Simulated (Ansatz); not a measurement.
**Sr5Ti5O13: structure and electronic properties**

Aim: for Sr5Ti5O13, find the equilibrium cell and compare with the cell as listed.

Program: Ansatz 0.2.0. Level of theory: DFT PBEsol, scalar-relativistic, plane waves, PAW. These are calculated values, not measurements.

### 1 The system as given

Symmetry: P-1, No. 2, triclinic system. The conventional cell has a = 5.601 Å, b = 6.850 Å, c = 8.821 Å, α = 75.12°, β = 71.57°, γ = 89.90°. Sr (site symmetry 1) has 11 O at 2.56 to 2.96 Å in its first shell of neighbours. Sr (site symmetry 1) is surrounded by 10 O at 2.66 to 2.94 Å. Sr (site symmetry -1) is surrounded by 8 O at 2.61 to 2.78 Å. Ti (site symmetry 1) is surrounded by 5 O at 1.92 to 2.01 Å. Around Ti (site symmetry 1) lie 5 O at 1.90 to 2.01 Å. Ti (site symmetry -1) is surrounded by 6 O at 1.99 to 2.02 Å. Around O (site symmetry 1) lie 2 Ti at 1.90 to 2.01 Å and 3 Sr at 2.72 to 2.82 Å. Around O (site symmetry 1) lie 2 Ti at 1.92 to 2.01 Å and 4 Sr at 2.73 to 2.87 Å. Only part of the 13 independent sites is listed.

Coordinates:

```
Sr Ti O
1.0
     5.60117    0.00000    0.00000
     0.01179    6.85007    0.00000
     2.78822    2.26027    8.05750
Sr Ti O
5 5 13
Direct
  0.29675 0.70130 0.89651
  0.70325 0.29869 0.10348
  0.09867 0.90254 0.30559
  0.50000 0.50000 0.50000
  0.90133 0.09746 0.69441
  0.88885 0.60728 0.70806
  0.29268 0.20660 0.88891
  0.70732 0.79340 0.11109
  0.11115 0.39272 0.29194
  0.50000 0.00000 0.50000
  0.10820 0.40262 0.78962
  0.78155 0.70556 0.90160
  0.89180 0.59738 0.21038
  0.21845 0.29444 0.09840
  0.61525 0.38254 0.79307
  0.29602 0.21815 0.41690
  0.58938 0.93142 0.28400
  0.00000 0.00000 0.00000
  0.70398 0.78185 0.58310
  0.38475 0.61746 0.20693
  0.80571 0.20440 0.40929
  0.41062 0.06858 0.71600
  0.19429 0.79560 0.59071
```

Source of the structure: the Materials Project (structure only).

(A quick probe on a coarse mesh, which set the mesh and smearing, is not shown.)

### 3 Relaxing cell and atoms

input.yaml

```yaml
crystal:
  lattice:
    - [5.601169, 0.0, 0.0]
    - [0.011791, 6.850072, 0.0]
    - [2.788218, 2.260273, 8.057496]
  atoms:
    - { symbol: Sr, position: [0.296752, 0.701305, 0.896515] }
    - { symbol: Sr, position: [0.703248, 0.298695, 0.103485] }
    - { symbol: Sr, position: [0.098672, 0.902544, 0.30559] }
    - { symbol: Sr, position: [0.5, 0.5, 0.5] }
    - { symbol: Sr, position: [0.901328, 0.097456, 0.69441] }
    - { symbol: Ti, position: [0.888854, 0.607276, 0.708058], spin: 0.33 }
    - { symbol: Ti, position: [0.292682, 0.206604, 0.888912], spin: 0.35 }
    - { symbol: Ti, position: [0.707318, 0.793396, 0.111088], spin: 0.35 }
    - { symbol: Ti, position: [0.111146, 0.392724, 0.291942], spin: 0.33 }
    - { symbol: Ti, position: [0.5, 0.0, 0.5], spin: 0.28 }
    - { symbol: O, position: [0.108202, 0.402623, 0.789622] }
    - { symbol: O, position: [0.78155, 0.705564, 0.901597] }
    - { symbol: O, position: [0.891798, 0.597377, 0.210378] }
    - { symbol: O, position: [0.21845, 0.294436, 0.098403] }
    - { symbol: O, position: [0.61525, 0.382537, 0.793071] }
    - { symbol: O, position: [0.296019, 0.21815, 0.416897] }
    - { symbol: O, position: [0.58938, 0.931417, 0.284002] }
    - { symbol: O, position: [0.0, 0.0, 0.0] }
    - { symbol: O, position: [0.703981, 0.78185, 0.583103] }
    - { symbol: O, position: [0.38475, 0.617463, 0.206929] }
    - { symbol: O, position: [0.805707, 0.2044, 0.409292] }
    - { symbol: O, position: [0.41062, 0.068583, 0.715998] }
    - { symbol: O, position: [0.194293, 0.7956, 0.590708] }
basis:
  ecutwfc: 420
kpoints:
  mp_grid: { grid: [8, 6, 6] }
hamiltonian:
  xc: pbesol
scf:
  occupations: { method: gaussian, width: 0.1 }
output:
  forces: true
  stress: true
  eigenvalues: true
  populations: true
magnetization:
  spin_polarized: true
relax:
  adjacent_minimum: "off"
  f_tol: 0.005
  max_steps: 80
  cell: { stress_tol: 0.05 }
```

The run is started by

```bash
$ ansatz run input.yaml --threads 4 --pin off --max-ram 10240MiB --backend cpu --events-out ev --progress --plain --runs-dir out
```

The session goes on with these runs: back to the database's cell.

What does the calculation give? Wanted: relaxed cell; volume; formation energy; total moment; listed cell.

**Answer**, as computed:

| quantity | value |
| --- | --- |
| relaxed cell | a = 5.522 Å, b = 6.752 Å, c = 8.666 Å, α = 75.04°, β = 71.67°, γ = 89.60° |
| space group (0.01 Å) | P-1 (No. 2) |
| volume | 12.84 Å³/atom |
| formation energy (elements from runs with the same settings, not shown) | -3.05 eV/atom |
| total moment | 3.53 μB/cell |
| listed cell | 11.4 meV/atom above the relaxed cell, -6.0 GPa, gap none (metal) |

The cell shrank by 4.5 % in volume on relaxing. Held at the listed cell, the crystal is under -6.0 GPa and lies 11.4 meV/atom higher.
